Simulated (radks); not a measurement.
# Tc³⁺ in [Kr] 4d4: an all-electron calculation

Wanted: eigenvalues, radial structure and energy terms of the technetium ion Tc3+.

Method: scalar-relativistic Kohn-Sham, SOGGA, spin-polarised, spherical densities, point nucleus; open shells are filled with parallel spins first. Code: radks (a radial shooting solver on a logarithmic mesh, Libxc functionals) version 1.

## (1) The system

| Item | Value |
| --- | --- |
| element | technetium (Z = 43) |
| charge | +3 |
| electrons | 40 |
| configuration | [Kr] 4d4 |

Outer shells as boxes (Hund's rule):

Tc³⁺
```
[Kr] core
4d [↑ ][↑ ][↑ ][↑ ][  ]
```

## (2) Self-consistent calculation

Input:

```text
Z 43
configuration [Kr] 4d4
relativity scalar-relativistic
functional sogga,pbe
spin polarised
nucleus point
c 137.035999084
```

Run with:

```
$ python run_ks.py task.json out
```

All runs below come from this command, one after another.

What does the calculation give?

As calculated:

```
                        quantity                   value
                    total energy     -4281.25749 hartree
exchange-correlation share of it                  2.92 %
                            −T/E                  1.0326
          highest occupied level       4d up, -36.353 eV
    most extended occupied level  4d up, <r> = 1.51 bohr
 radius at density 0.001 e/bohr³               3.24 bohr
    maxima of the radial density                       4
         ionisation energy, NIST          41 (theory) eV
```

4 principal shells are occupied and 4 maxima appear in the radial density. Relativity lifts −T/E to 1.033. Minus the highest eigenvalue, 36.353 eV, is 89 % of the tabulated ionisation energy (41 eV); the potential of a semilocal functional falls off too fast, so its top eigenvalue is too shallow. Open shells are spherical and high-spin; term and fine-structure splittings are not resolved.
